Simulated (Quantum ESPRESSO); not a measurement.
HfB:

```
CELL_PARAMETERS angstrom
0.00000 2.31000 2.31000
2.31000 0.00000 2.31000
2.31000 2.31000 0.00000
ATOMIC_POSITIONS crystal
Hf 0.50000 0.50000 0.50000
B 0.00000 0.00000 0.00000
```

- Program: Quantum ESPRESSO 7.5
- Task: phonons and electron-phonon coupling
- Functional: PBE
- Potentials or basis: GBRV 1.5 PBE
- Cutoff: 612 eV
- Density cutoff: 4898 eV
- k mesh: 9 × 9 × 9
- Occupations: methfessel-paxton, width 0.272 eV
- Spin: no spin polarisation
- Mixing beta: 0.5
- Most SCF iterations: 120
- SCF threshold: 4e-10 Ry
- q mesh: 3 × 3 × 3

The cell and the atoms were relaxed first, to 14.13 Å³/atom (a = 3.419 Å, b = 3.419 Å, c = 3.419 Å, α = 60.00°, β = 60.00°, γ = 60.00°), and the response was taken there.

Q: What are the zero-point energy, and the vibrational entropy and heat capacity at 298.15 K?

A: Zero-point energy 57.4 meV/atom; entropy 2.81 k_B/atom (23.4 J/(K·mol of atoms)); Cv 2.41 k_B/atom, 80 % of the classical limit. These are harmonic values without the electrons' part.

Phonon frequencies at the corners of the path (cm⁻¹, interpolated; i marks imaginary ones):
```
point              frequencies
    Γ        0 0 0 453 453 453
    X  107 107 149 484 484 557
    W  132 132 144 463 509 509
    K  130 133 141 464 495 528
    L  146 146 159 465 465 522
    U  130 133 141 464 495 528
```

Harmonic thermodynamics per atom at this volume (zero-point energy 57.4 meV, Debye temperature from the second moment 666 K):
| T (K) | free energy (meV) | entropy (k_B) | heat capacity Cv (k_B) |
| --- | --- | --- | --- |
| 50 | 57.1 | 0.22 | 0.56 |
| 100 | 54.9 | 0.84 | 1.20 |
| 200 | 42.8 | 1.93 | 1.98 |
| 298.15 | 22.6 | 2.81 | 2.41 |
| 500 | -38.7 | 4.16 | 2.76 |
| 800 | -164.7 | 5.49 | 2.90 |

Phonon states per cell in windows of 25 cm⁻¹ (negative: imaginary):
```
from (cm⁻¹)  total    Hf     B
          0   0.00  0.00  0.00
         25   0.02  0.02  0.00
         50   0.09  0.08  0.00
         75   0.24  0.23  0.01
        100   0.74  0.72  0.02
        125   1.52  1.50  0.02
        150   0.39  0.39  0.00
        175   0.00  0.00  0.00
        200   0.00  0.00  0.00
        225   0.00  0.00  0.00
        250   0.00  0.00  0.00
        275   0.00  0.00  0.00
        300   0.00  0.00  0.00
        325   0.00  0.00  0.00
        350   0.00  0.00  0.00
        375   0.00  0.00  0.00
        400   0.00  0.00  0.00
        425   0.00  0.00  0.00
        450   1.02  0.02  1.00
        475   1.04  0.03  1.01
        500   0.72  0.01  0.71
        525   0.21  0.00  0.21
        550   0.01  0.00  0.01
```

Caveat: λ from interpolated matrix elements is rough: modes that symmetry makes equal can differ by tens of percent.
